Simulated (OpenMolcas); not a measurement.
# Sc²⁺ among point charges: CASSCF levels and susceptibility

Aim: the splitting of the states of Sc²⁺ in the field of 6 point charges, its lowest levels with spin-orbit coupling and its magnetic susceptibility.

The numbers are computed with OpenMolcas 26.06 (state-averaged CASSCF, spin-orbit coupling by RASSI with atomic mean-field integrals), except any that are marked as measured or tabulated.

1 further run of the same task is left out (it didn't finish).

### 1 Starting point

```
Species                           : Sc²⁺ (scandium, Z = 21, 19 electrons)
Basis                             : ANO-RCC-VDZP [5s4p2d1f], 34 functions
Scalar Hamiltonian                : DKH2, point nucleus
Inactive shells                   : 1s 2s 2p 3s 3p
Active space                      : 1 electron in 5 orbitals (3d)
Some configurations of this space : 3d
Orbitals                          : optimised for each spin and parity, averaged over all roots
```

The outer shells:

3d
```
3d [↑ ][  ][  ][  ][  ]
```

The ion sits among 6 point charges of -0.5 e arranged as a tetragonal octahedron (D4h), 1.69 Å from the ion, with the axial distance 1.622 Å. The active orbitals were held to one l.

The work runs as a chain of OpenMolcas steps in one folder; each step below is one input file. Labels, J, g values, rates, χT and fits are worked out afterwards by a script from the matrices that RASSI stores. The input lists half of the charges; inversion (Group=XYZ) makes the rest.

### 2 Basis and integrals

Input file a.inp:

```
&GATEWAY
Coord
1

Sc 0.0 0.0 0.0
Basis=ANO-RCC-VDZP
Group=XYZ
NoMove
AngMom=0.0 0.0 0.0
AMFI
XField
3 Angstrom 0
1.690000 0.000000 0.000000 -0.500000
0.000000 1.690000 0.000000 -0.500000
0.000000 0.000000 1.622400 -0.500000
&SEWARD
```

The run is started by

```bash
$ OMP_NUM_THREADS=1 MOLCAS_MEM=1689 MOLCAS_PROJECT=a pymolcas a.inp > a.log
```

### 3 Reference wave functions, doublets of even parity, 5 roots

Input file a.inp:

```
&RASSCF
FileOrb=start.orb
Symmetry=1
Spin=2
nActEl=1 0 0
Inactive=3 6
Ras2=5 0
CIRoot=5 5 1
SDav=5
CIMx=300
Iter=120 100
PrWF=0.3
OrbListing=Nothing
MaxOrb=0
SupSym
1
10 4 5 6 7 8 11 12 13 14 15
0
>>> COPY $Project.JobIph JOB001
```

start.orb holds the contracted functions of the basis, ordered by shell, or the orbitals of the step before.

### 4 RASSI: spin-orbit coupling between the states

Input file a.inp:

```
&RASSI
NrOfJobIphs=1 5
1 2 3 4 5
IphNames
JOB001
EJob
SpinOrbit
DIPRint=1.0
SOCoupling=1000.0
Subsets=2
Property=9
'ANGMOM' 1 'ANGMOM' 2 'ANGMOM' 3 'MLTPL  1' 1 'MLTPL  1' 2 'MLTPL  1' 3
'AMFI' 1 'AMFI' 2 'AMFI' 3
SOProperty=3
'ANGMOM' 1 'ANGMOM' 2 'ANGMOM' 3
```

Q: Predict the outcome of this session. Wanted: spin-free ground state; first state of the same spin within the active space; lowest level; next level.

As calculated:

| quantity | value |
| --- | --- |
| method | CASSCF |
| spin-free ground state | 2B2, 1-fold in its orbital part |
| first state of the same spin within the active space | 2E at 466 cm⁻¹ |
| lowest level | 2-fold E3/2, g = 1.71, 1.71, 1.88 |
| next level | 436.1 cm⁻¹ |
| χT at 300 K | 0.52 cm³ K/mol |
| effective moment at 300 K | 2.03 μB |

What this shows: The spin-free ground state (2B2) comes to 100 % from free-ion D terms and keeps the highest spin of the shell. χT at 300 K is 0.52, against 0.38 cm³ K/mol for the spin alone, so orbital moment adds to it. The field of point charges can differ much from that of real complexes. Point charges carry no covalency, so the field is a model and not that of real ligands.
